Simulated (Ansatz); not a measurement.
# C3H8GeO2: the cost of one run

The runs use Ansatz 0.2.0, Gaussian basis; the settings change from run to run.

## 1. The geometry

An earlier PBE0-D4 in a triple-zeta def2 set relaxation fixed the geometry.

SMILES `CC(C)[O][Ge][OH]`, 14 atoms, charge 0, spin multiplicity 1.

Atoms are counted from 1 here; the program's logs count them from 0.

Bond lengths: C1–C2 1.517 Å, C1–H7 1.093 Å, C1–H8 1.093 Å, C1–H9 1.093 Å, C2–C3 1.515 Å, C2–O4 1.415 Å, C2–H10 1.102 Å, C3–H11 1.093 Å, C3–H12 1.093 Å, C3–H13 1.091 Å, O4–Ge5 1.788 Å, Ge5–O6 1.791 Å, O6–H14 0.962 Å. Angles: C2–C1–H7 111.1°, C2–C1–H8 109.8°, C2–C1–H9 110.9°, H7–C1–H8 108.1°, H7–C1–H9 108.3°, H8–C1–H9 108.5°, C1–C2–C3 112.2°, C1–C2–O4 110.0°, C1–C2–H10 108.8°, C3–C2–O4 108.2°, C3–C2–H10 107.8°, O4–C2–H10 109.9°, C2–C3–H11 110.8°, C2–C3–H12 110.0°, C2–C3–H13 110.5°, H11–C3–H12 108.6°, H11–C3–H13 108.6°, H12–C3–H13 108.3° and more.

## 2. wB97/cc-pVTZ

Set apart from the defaults: a grid of angular degree 23.

in.yaml reads:

```yaml
crystal:
  periodic: [false, false, false]
  atoms:
    - {symbol: C, position_ang: [-0.082500, -1.316549, 0.316804]}
    - {symbol: C, position_ang: [0.198497, 0.109707, -0.118511]}
    - {symbol: C, position_ang: [1.371706, 0.196140, -1.072714]}
    - {symbol: O, position_ang: [-0.937100, 0.650667, -0.765523]}
    - {symbol: Ge, position_ang: [-2.353094, 1.492843, -0.071496]}
    - {symbol: O, position_ang: [-1.997996, 1.469364, 1.683940]}
    - {symbol: H, position_ang: [-0.922401, -1.356763, 1.014687]}
    - {symbol: H, position_ang: [-0.334496, -1.927011, -0.553544]}
    - {symbol: H, position_ang: [0.790893, -1.754111, 0.806579]}
    - {symbol: H, position_ang: [0.444275, 0.711236, 0.772036]}
    - {symbol: H, position_ang: [2.281817, -0.187626, -0.605327]}
    - {symbol: H, position_ang: [1.166108, -0.391253, -1.970651]}
    - {symbol: H, position_ang: [1.544433, 1.230906, -1.372911]}
    - {symbol: H, position_ang: [-1.183144, 1.043248, 1.965432]}
basis:
  gaussian: {orbitals: cc-pVTZ, final_grid: {core_spheres: 8, valence_spheres: 7, degree: 23}}
hamiltonian: {xc: {name: wB97}}
```

Command:

```
$ ansatz run in.yaml --threads 4 --pin off --events-out ev --progress --plain --max-ram 11315MiB
```

**Question.** How long does this run take on 4 threads of Arm Neoverse V1, shared host, and how much memory does it need?

About 3.6 s, with a peak of 0.74 GiB.
